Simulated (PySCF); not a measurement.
# C₂H₆GeO₂: electronic excitations and core binding energies

Wanted: the electronic excitations and core binding energies of C₂H₆GeO₂ (`C1C[O][GeH2][O]1`), by calculation.

Computed with PySCF 2.14.0, with density-fitted response routines of our own, on a single molecule in the gas phase. Atoms count from 0, in the outputs and in this text.

### Step 1. The starting structure

11 atoms, charge 0, multiplicity 1; geometry from: GFN2-xTB.

Bonds of the start (Å): C0–C1 1.54, C1–O2 1.41, O2–Ge3 1.77, Ge3–O4 1.78, O4–C0 1.41, C0–H5 1.09, C0–H6 1.09, C1–H7 1.09, C1–H8 1.09, Ge3–H9 1.50, Ge3–H10 1.50.

### Step 2. Ultraviolet spectrum: CAM-B3LYP/def2-SVPD

The job: settings as JSON, then the geometry in Å.

```
{"job": {"kind": "uv", "xc": "CAM-B3LYP", "basis": "def2-SVPD", "nstates": 8, "ntriplets": 3}, "charge": 0, "multiplicity": 1}
C     -0.685191     0.784549    -0.547924
C     -1.024181    -0.567413     0.099014
O      0.042544    -0.939417     0.949865
Ge     1.559122    -0.197252     0.402551
O      0.712054     0.844795    -0.758793
H     -1.181033     0.897472    -1.514382
H     -0.991539     1.602045     0.112212
H     -1.157813    -1.329054    -0.675590
H     -1.933528    -0.502626     0.700285
H      2.184286     0.516392     1.570250
H      2.480703    -1.106823    -0.363450
```

With the program's defaults for keys left out, this is: TDDFT CAM-B3LYP/def2-SVPD, vertical, gas phase, core orbitals frozen in the response.

The program printed:

```text
coarse grid: 42968 points
cycle   1  E = -2306.7213511222  dE =  1.550e-01  |g| = 9.970e-01  |ddm| = 4.681e+00
cycle   2  E = -2306.5510843078  dE =  1.703e-01  |g| = 1.416e+00  |ddm| = 2.799e+00
cycle   3  E = -2306.8961533371  dE = -3.451e-01  |g| = 7.333e-02  |ddm| = 1.493e+00
cycle   4  E = -2306.8969041624  dE = -7.508e-04  |g| = 3.953e-02  |ddm| = 1.393e-01
cycle   5  E = -2306.8970943436  dE = -1.902e-04  |g| = 5.103e-03  |ddm| = 4.411e-02
cycle   6  E = -2306.8970985128  dE = -4.169e-06  |g| = 9.264e-04  |ddm| = 1.199e-02
final grid: 90104 points
cycle   7  E = -2306.8970392529  dE = -1.783e-07  |g| = 6.882e-04  |ddm| = 5.072e-03
cycle   8  E = -2306.8970392781  dE = -2.515e-08  |g| = 6.131e-04  |ddm| = 1.895e-03
cycle   9  E = -2306.8970393598  dE = -8.173e-08  |g| = 6.956e-05  |ddm| = 8.071e-04
cycle  10  E = -2306.8970393607  dE = -8.999e-10  |g| = 2.472e-05  |ddm| = 1.135e-04
converged SCF energy = -2306.8970393607

Static polarisability (au): isotropic 56.374, principal 50.999 52.274 65.850

Singlet excitations
state   eV       nm        f      main configurations
  1   6.6827    185.5   0.00502   H-1->L 0.91
  2   6.6951    185.2   0.00401   H->L 0.93
  3   7.2511    171.0   0.00000   H->L+1 0.62, H->L+2 0.29
  4   7.5033    165.2   0.02346   H-1->L+1 0.57, H-1->L+2 0.31
  5   7.7350    160.3   0.00079   H->L+2 0.42, H->L+1 0.29, H->L+4 0.17
  6   7.8598    157.7   0.07097   H-1->L+2 0.49, H-1->L+1 0.36
  7   7.9321    156.3   0.01148   H-3->L 0.80, H-2->L 0.11
  8   7.9350    156.2   0.04165   H-2->L 0.77, H-3->L 0.12

Triplet excitations (Tamm-Dancoff, eV): 6.3133 6.3865 7.0860
```

Run time: 19 s. Hardware: 1 thread, shared host.

Frontier orbitals and where they lie:

| orbital | eV | atoms |
| --- | --- | --- |
| HOMO−3 | -10.66 | O2 43 %, O4 43 %, Ge3 6 % |
| HOMO−2 | -10.35 | O4 21 %, O2 21 %, C1 18 % |
| HOMO−1 | -9.48 | O2 28 %, O4 27 %, Ge3 13 % |
| HOMO | -9.20 | O4 30 %, O2 30 %, C0 11 % |
| LUMO | 0.78 | Ge3 42 %, H10 13 %, H9 13 % |
| LUMO+1 | 1.08 | Ge3 48 %, H9 10 %, H10 10 % |
| LUMO+2 | 1.52 | Ge3 37 %, H10 13 %, H9 13 % |

With each of the 8 states as a Gaussian band of 0.4 eV half-width at 1/e, the curve within the window shown has maxima at 184 nm (ε 390), 158 nm (ε 5,400) L/(mol cm). Beyond the last state computed it falls off for lack of states. The curve at chosen wavelengths:

```csv
nm,ε (L/mol/cm)
151,2455
153,3640
155,4685
157,5306
159,5365
162,4550
164,3693
166,2816
168,2044
170,1431
172,985
174,687
176,509
179,398
181,383
183,385
185,385
187,371
189,342
191,299
193,249
196,172
198,126
200,89
202,60
204,39
```

Ground-state properties from the same run:

| property | computed |
| --- | --- |
| dipole moment (D) | 0.07 |
| polarisability (Å³) | 8.35 |
| HOMO–LUMO gap (eV) | 9.97 |
| −ε(HOMO) (eV) | 9.20 |

### Step 3. X-ray photoelectron lines: SCAN, X2C

Settings changed since step 2:

```diff
@@ -1,2 +1,2 @@
-{"job": {"kind": "uv", "xc": "CAM-B3LYP", "basis": "def2-SVPD", "nstates": 8, "ntriplets": 3}, "charge": 0, "multiplicity": 1}
+{"job": {"kind": "xps"}, "charge": 0, "multiplicity": 1}
 C     -0.685191     0.784549    -0.547924
```

Level: delta-SCF UKS SCAN, pcX-2 on the ionised atom, pcseg-1 elsewhere, spin-free X2C.

The program printed:

```text
ground state, core basis on atom 0 (C), 144 functions
  cycle   1  E = -2324.09698855  |g| = 8.54e-01
  cycle   2  E = -2323.60983359  |g| = 1.75e+00
  cycle   3  E = -2324.23954382  |g| = 9.68e-02
  cycle   4  E = -2324.24136093  |g| = 3.86e-02
  cycle   5  E = -2324.24164332  |g| = 1.72e-02
  cycle   6  E = -2324.24171067  |g| = 4.87e-03
  cycle   7  E = -2324.24171357  |g| = 1.93e-03
  cycle   8  E = -2324.24171452  |g| = 4.66e-04
  E(ground) = -2324.38288363 Eh
hole in C 1s of atom 0
  cycle   1  E = -2312.94887133  |g| = 1.51e+00
  cycle   2  E = -2311.23132539  |g| = 2.39e+00
  cycle   3  E = -2313.30624726  |g| = 6.94e-01
  cycle   4  E = -2313.39813960  |g| = 5.33e-01
  cycle   5  E = -2313.50329052  |g| = 9.28e-02
  cycle   6  E = -2313.50642161  |g| = 2.50e-02
  cycle   7  E = -2313.50663305  |g| = 1.55e-02
  cycle   8  E = -2313.50673005  |g| = 5.01e-03
  cycle   9  E = -2313.50674789  |g| = 1.89e-03
  cycle  10  E = -2313.50674976  |g| = 8.51e-04
  cycle  11  E = -2313.50675046  |g| = 3.48e-04
  E(ion) = -2313.64712148 Eh   <S^2> = 0.7720   hole on atom = 1.000   binding energy = 292.135 eV
ground state, core basis on atom 2 (O), 144 functions
  cycle   1  E = -2324.27106675  |g| = 1.01e-01
  cycle   2  E = -2324.27003880  |g| = 8.89e-02
  cycle   3  E = -2324.27066217  |g| = 6.65e-02
  cycle   4  E = -2324.27143346  |g| = 8.28e-03
  cycle   5  E = -2324.27144800  |g| = 2.79e-03
  cycle   6  E = -2324.27144972  |g| = 5.98e-04
  cycle   7  E = -2324.27144972  |g| = 9.11e-05
  E(ground) = -2324.41061849 Eh
hole in O 1s of atom 2
  cycle   1  E = -2303.67732302  |g| = 2.23e+00
  cycle   2  E = -2302.99518003  |g| = 2.34e+00
  cycle   3  E = -2304.40129774  |g| = 5.54e-01
  cycle   4  E = -2304.39713201  |g| = 5.30e-01
  cycle   5  E = -2304.50924638  |g| = 9.06e-02
  cycle   6  E = -2304.51212950  |g| = 2.61e-02
  cycle   7  E = -2304.51243738  |g| = 7.55e-03
  cycle   8  E = -2304.51246398  |g| = 1.44e-03
  cycle   9  E = -2304.51246303  |g| = 6.22e-04
  cycle  10  E = -2304.51246549  |g| = 2.50e-04
  E(ion) = -2304.65285018 Eh   <S^2> = 0.7633   hole on atom = 1.000   binding energy = 537.636 eV
```

Wall time 9.7 s (1 thread, shared host).

Binding energies by hole, beside the orbital energy of the ground state; the difference holds orbital relaxation and, for a density functional, its self-interaction error:

| hole | stands for | environment | ΔSCF (eV) | −ε (eV) | ⟨S²⟩ |
| --- | --- | --- | --- | --- | --- |
| C1s on C0 | C0, C1 | sp3 CH2 bonded to O | 292.13 | 274.9 | 0.772 |
| O1s on O2 | O2, O4 | oxygen bonded to C, Ge, in a 5-membered ring | 537.64 | 516.4 | 0.763 |

Each hole run stands for the others of its class of like atoms.

### Step 4. Outcome

| quantity | value |
| --- | --- |
| lowest singlet (CAM-B3LYP/def2-SVPD) | 6.68 eV (186 nm), f = 0.005 |
| brightest single state of those computed | state 6, 7.86 eV, f = 0.071 |
| lowest triplet | 6.31 eV |
| C1s binding energies, SCAN/pcX-2 | C0 292.13 eV |
| O1s binding energies, SCAN/pcX-2 | O2 537.64 eV |

The lowest singlet, at 6.68 eV, is HOMO−1→LUMO 0.91 and is weak; of the 8 states computed, the strongest absorption comes from state 6 at 7.86 eV (the last state computed is bright too, and its partners may lie past the list). The lowest triplet lies 0.37 eV below the lowest singlet (triplets in Tamm-Dancoff, singlets in full TDDFT).
